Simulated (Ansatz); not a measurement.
# FH₈N₃OSi₂: one species, many methods

How much do the methods differ for FH₈N₃OSi₂? The plan is to run it at one geometry with functionals of several rungs and with coupled cluster. The yardstick is the atomisation energy at the CCSD(T) limit.

Computed with Ansatz 0.2.0, Gaussian basis. Level: functionals in def2-TZVPP, the program's frozen cores in correlated methods.

The runs, in order: PBE-D4, r2SCAN-D4, PBE0-D4, B3LYP-D4, ωB97X-V, ωB97M-V, B2PLYP; CCSD(T)/def2-TZVPP; MP2/def2-QZVPP; extrapolation to the limit.

### 1 The relaxed structure

All runs share one geometry, relaxed beforehand with PBE0-D4 in a triple-zeta def2 set.

15 atoms, charge 0, spin multiplicity 1.

Atoms are counted from 1 here; the program's logs count them from 0.

Bond lengths: N1–Si2 1.705 Å, N1–H8 1.007 Å, N1–H9 1.008 Å, Si2–O3 1.635 Å, Si2–N4 1.742 Å, Si2–H10 1.482 Å, O3–H11 0.972 Å, N4–Si5 1.696 Å, N4–H12 1.011 Å, Si5–N6 1.724 Å, Si5–F7 1.599 Å, Si5–H13 1.481 Å, N6–H14 1.010 Å, N6–H15 1.010 Å. Angles: Si2–N1–H8 119.2°, Si2–N1–H9 121.4°, H8–N1–H9 111.2°, N1–Si2–O3 116.8°, N1–Si2–N4 107.4°, N1–Si2–H10 104.2°, O3–Si2–N4 106.0°, O3–Si2–H10 109.3°, N4–Si2–H10 113.4°, Si2–O3–H11 114.9°, Si2–N4–Si5 130.0°, Si2–N4–H12 113.9°, Si5–N4–H12 115.4°, N4–Si5–N6 108.2°, N4–Si5–F7 114.6°, N4–Si5–H13 108.8°, N6–Si5–F7 102.7°, N6–Si5–H13 116.9° and more.

### 2 PBE-D4 (GGA)

in.yaml reads:

```yaml
crystal:
  periodic: [false, false, false]
  atoms:
    - {symbol: N, position_ang: [-1.275243, -0.015110, -2.387379]}
    - {symbol: Si, position_ang: [-0.031733, 0.502152, -1.341036]}
    - {symbol: O, position_ang: [1.277835, -0.467870, -1.215522]}
    - {symbol: N, position_ang: [-0.708235, 0.603483, 0.260555]}
    - {symbol: Si, position_ang: [0.015954, 0.328688, 1.768996]}
    - {symbol: N, position_ang: [1.041855, -1.049854, 1.630538]}
    - {symbol: F, position_ang: [1.026510, 1.474304, 2.242214]}
    - {symbol: H, position_ang: [-1.254978, 0.269919, -3.353018]}
    - {symbol: H, position_ang: [-1.708741, -0.918671, -2.282352]}
    - {symbol: H, position_ang: [0.381897, 1.816094, -1.888498]}
    - {symbol: H, position_ang: [1.477314, -0.770544, -0.313965]}
    - {symbol: H, position_ang: [-1.627567, 1.023644, 0.291076]}
    - {symbol: H, position_ang: [-1.043319, 0.274489, 2.802958]}
    - {symbol: H, position_ang: [1.816308, -1.115171, 2.274957]}
    - {symbol: H, position_ang: [0.612142, -1.955541, 1.510487]}
basis:
  gaussian: {orbitals: def2-TZVPP}
hamiltonian: {xc: pbe, dispersion: d4}
output: {forces: true, orbitals: {seedname: orbitals}}
```

On the command line:

```sh
$ ansatz run in.yaml --threads 2 --pin off --events-out ev --progress --plain --max-ram 22528MiB --backend cuda --devices 0, --max-vram 18GiB
```

After this run come: r2SCAN-D4 (meta-GGA); PBE0-D4 (hybrid); B3LYP-D4 (hybrid); ωB97X-V (range-separated); ωB97M-V (range-separated); B2PLYP (double hybrid); CCSD(T) in def2-TZVPP; MP2 in def2-QZVPP.

**Question.** What will the summary of the whole plan be? Wanted: atomisation energy, CCSD(T)/CBS; farthest; mean size of error, hybrid; mean size of error, range-separated; gap, smallest and largest; T1 diagnostic; triples share of the correlation energy.

The runs gave:

| quantity | value |
| --- | --- |
| atomisation energy, CCSD(T)/CBS | 58.861 eV |
| functionals within 0.294 eV (0.5 %) | B3LYP-D4, ωB97X-V, ωB97M-V |
| farthest | B2PLYP (-0.877 eV) |
| mean size of error, hybrid | 0.492 eV |
| mean size of error, range-separated | 0.089 eV |
| gap, smallest and largest | 5.98 eV (PBE-D4), 12.68 eV (ωB97X-V) |
| T1 diagnostic | 0.0112 |
| triples share of the correlation energy | 3.5 % |

What this shows: PBE-D4 is off by +0.431 eV. Double hybrids carry the basis error of their MP2 part in triple zeta, and no dispersion term here, so their miss is partly the set-up's. The reference freezes the cores and leaves out relativity and excitations past (T), so misses under about 0.294 eV can't be ranked. Hartree-Fock recovers 69 % of the binding; the rest is correlation. Orbital gaps span 6.0 to 12.7 eV; exact exchange widens them.
